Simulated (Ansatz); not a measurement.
Working through an active-space calculation of CH₃AlSe, SMILES [CH2]1[AlH][Se]1

With the Python package of Ansatz (0.2.0).

Notebook, run cell by cell (the value of a cell's last expression is shown):

In [1]:
```python
from dataclasses import dataclass

import ansatz as az
```

In [2]:
```python
@dataclass(frozen=True)
class Settings:
    basis_set: str = 'def2-SVP'


cfg = Settings()

geometry_ang = [
    ('C', (-0.1805, -0.2405, -0.7024)),
    ('Al', (-0.0312, 0.3672, 1.1379)),
    ('Se', (0.4402, -1.801, 0.0887)),
    ('H', (-1.2019, -0.3003, -1.0658)),
    ('H', (0.4765, 0.2683, -1.4487)),
    ('H', (0.539, 1.6423, 1.9441)),
]
ch3alse = az.Crystal.molecule()
for symbol, xyz in geometry_ang:
    ch3alse = ch3alse.atom(symbol, xyz)
```

In [3]:
```python
setup = (
    ch3alse.calculation()
    .basis(gaussian=cfg.basis_set)
    .correlation(active_electrons=6, active_orbitals=6)
)
for method in [None, 'sc_nevpt2']:
    r = (setup if method is None else setup.correlation(method)).run(threads=1).report
    space = r['configurations']
    state = space['states'][0]
    print(method or 'casscf', f'total {r["free_energy_ev"] / 27.211386246:.6f} Ha, active-space state {state["energy"]["hartree"]:.6f} Ha, mean field {r["reference_energy_ev"] / 27.211386246:.6f} Ha')
    print('  determinants', state['n_determinants'], ' natural occupations', [round(n, 3) for n in space['natural_occupations']])
```
```text
casscf total -2680.989313 Ha, active-space state -2680.989313 Ha, mean field -2680.927901 Ha
  determinants 400  natural occupations [1.98, 1.975, 1.97, 0.03, 0.026, 0.02]
RunWarning: the results are in doubt because another end's mean lies 0.400 eV lower, and its corrected mean 0.325 eV higher
sc_nevpt2 total -2681.363966 Ha, active-space state -2680.975067 Ha, mean field -2680.927901 Ha
  determinants 400  natural occupations [1.979, 1.975, 1.959, 0.041, 0.025, 0.021]
```

What to keep in mind:
- Total energies depend on the basis set; only differences at equal settings carry meaning.
- Warnings are shown shortened and without file and line.
- The geometry is a force-field or estimated start, not a minimum of this method, and the basis set is short of its limit. The active space starts as a window about the frontier orbitals and is then optimised, not chosen by chemistry.
- A lower CASSCF solution was found and passed over, so the printed active-space state isn't the lowest.
- Finished in 52 s on 1 thread of Arm Neoverse V1, on a shared host, peak memory 0.23 GiB.

(Lines on the test bed's own set-up are left out of the output.)
